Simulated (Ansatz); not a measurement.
# CH5BInN: up Jacob's ladder to CCSD(T)

One table from this session's results is given with a row withheld; the runs are named, their logs left out.

The runs use Ansatz 0.2.0, Gaussian basis; functionals in def2-TZVPP, the program's frozen cores in correlated methods.

Levels to be run: LDA (SPW92), PBE-D4, revPBE-D4, BLYP-D4, r2SCAN-D4, B97M-V, PBE0-D4, B3LYP-D4, r2SCANh-D4, r2SCAN0-D4, HSE06-D4, BHLYP-D4, CAM-B3LYP-D4, LC-ωPBE, ωB97X-V, ωB97M-V, B2PLYP, PBE-QIDH; CCSD(T)/def2-SVP; CCSD(T)/def2-TZVPP; MP2/def2-QZVPP; extrapolation to the limit; RPA on PBE.

1 further run of the same task is left out (for a known fault of the program).

## The geometry

The geometry comes from an earlier relaxation with PBE0-D4 in a triple-zeta def2 set; it is a stationary point, not always the lowest conformer. In takes the def2 core potential; no spin-orbit term is included.

SMILES `[InH2][B]1CN1`, 9 atoms, charge 0, spin multiplicity 1.

Atoms are counted from 1 here; the program's logs count them from 0.

Bond lengths: In1–B2 2.215 Å, In1–H5 1.729 Å, In1–H6 1.729 Å, B2–C3 1.586 Å, B2–N4 1.347 Å, C3–N4 1.450 Å, C3–H7 1.089 Å, C3–H8 1.089 Å, N4–H9 1.003 Å. Angles: B2–In1–H5 122.0°, B2–In1–H6 122.0°, H5–In1–H6 116.0°, In1–B2–C3 152.4°, In1–B2–N4 149.1°, C3–B2–N4 58.6°, B2–C3–N4 52.4°, B2–C3–H7 120.9°, B2–C3–H8 120.9°, N4–C3–H7 117.1°, N4–C3–H8 117.1°, H7–C3–H8 114.1°, B2–N4–C3 69.0°, B2–N4–H9 155.3°, C3–N4–H9 135.7°.

Coordinates:

```csv
atom,x (Å),y (Å),z (Å)
In1,-0.9873,1.6168,-1.0244
B2,-0.0533,-0.0494,0.0967
C3,1.1148,-1.0923,0.3497
N4,-0.1083,-0.9332,1.1120
H5,-2.0165,1.3403,-2.3865
H6,-0.6798,3.2725,-0.6304
H7,1.2055,-1.9896,-0.2610
H8,2.0428,-0.7876,0.8318
H9,-0.5179,-1.3775,1.9121
```

The first run:

in.yaml reads:

```yaml
crystal:
  periodic: [false, false, false]
  atoms:
    - {symbol: In, position_ang: [-0.987263, 1.616834, -1.024402]}
    - {symbol: B, position_ang: [-0.053286, -0.049431, 0.096705]}
    - {symbol: C, position_ang: [1.114772, -1.092277, 0.349677]}
    - {symbol: N, position_ang: [-0.108296, -0.933172, 1.111969]}
    - {symbol: H, position_ang: [-2.016527, 1.340252, -2.386480]}
    - {symbol: H, position_ang: [-0.679783, 3.272499, -0.630355]}
    - {symbol: H, position_ang: [1.205515, -1.989646, -0.261014]}
    - {symbol: H, position_ang: [2.042785, -0.787603, 0.831758]}
    - {symbol: H, position_ang: [-0.517897, -1.377456, 1.912142]}
basis:
  gaussian: {orbitals: def2-TZVPP}
hamiltonian: {xc: lda}
output: {orbitals: {seedname: orbitals}}
```

Launch:

```bash
$ ansatz run in.yaml --threads 2 --pin off --events-out ev --progress --plain --max-ram 4352MiB
```

Steps of the session up to this table: LDA; PBE-D4 (GGA); revPBE-D4 (GGA); BLYP-D4 (GGA); r2SCAN-D4 (meta-GGA); B97M-V (meta-GGA); B3LYP-D4 (hybrid); r2SCANh-D4 (hybrid); r2SCAN0-D4 (hybrid); HSE06-D4 (hybrid); BHLYP-D4 (hybrid); CAM-B3LYP-D4 (range-separated); LC-ωPBE (range-separated); ωB97X-V (range-separated); ωB97M-V (range-separated); B2PLYP (double hybrid); PBE-QIDH (double hybrid).

One table of the session follows, with a row left open; its other results are not shown here.

It belongs to the step «Orbital energies across the functionals». 

| functional | HOMO (eV) | LUMO (eV) | gap (eV) |
| --- | --- | --- | --- |
| LDA (SPW92) | -6.17 | -2.69 | 3.48 |
| PBE-D4 | -6.02 | -2.44 | 3.57 |
| revPBE-D4 | -5.96 | -2.33 | 3.62 |
| BLYP-D4 | -5.89 | -2.42 | 3.47 |
| r2SCAN-D4 | -6.22 | -2.18 | 4.04 |
| B97M-V | -6.27 | -2.45 | 3.82 |
| PBE0-D4 | -7.12 | -1.74 | 5.38 |
| B3LYP-D4 | -6.92 | -2.01 | 4.91 |
| r2SCANh-D4 | -6.63 | -1.94 | 4.69 |
| r2SCAN0-D4 | -7.25 | -1.58 | 5.67 |
| HSE06-D4 | -6.72 | -2.09 | 4.63 |
| BHLYP-D4 | -8.12 | -1.12 | 7.00 |
| CAM-B3LYP-D4 | -8.41 | -0.95 | 7.46 |
| LC-ωPBE | -9.73 | 0.15 | 9.88 |
| ωB97X-V | -9.37 | 0.01 | 9.39 |
| ωB97M-V | ? | ? | ? |

Estimate the missing values for ωB97M-V.

As computed: HOMO (eV): -9.23; LUMO (eV): -0.29; gap (eV): 8.94. In the column «HOMO (eV)» it lies between ωB97X-V (-9.37) and CAM-B3LYP-D4 (-8.41).
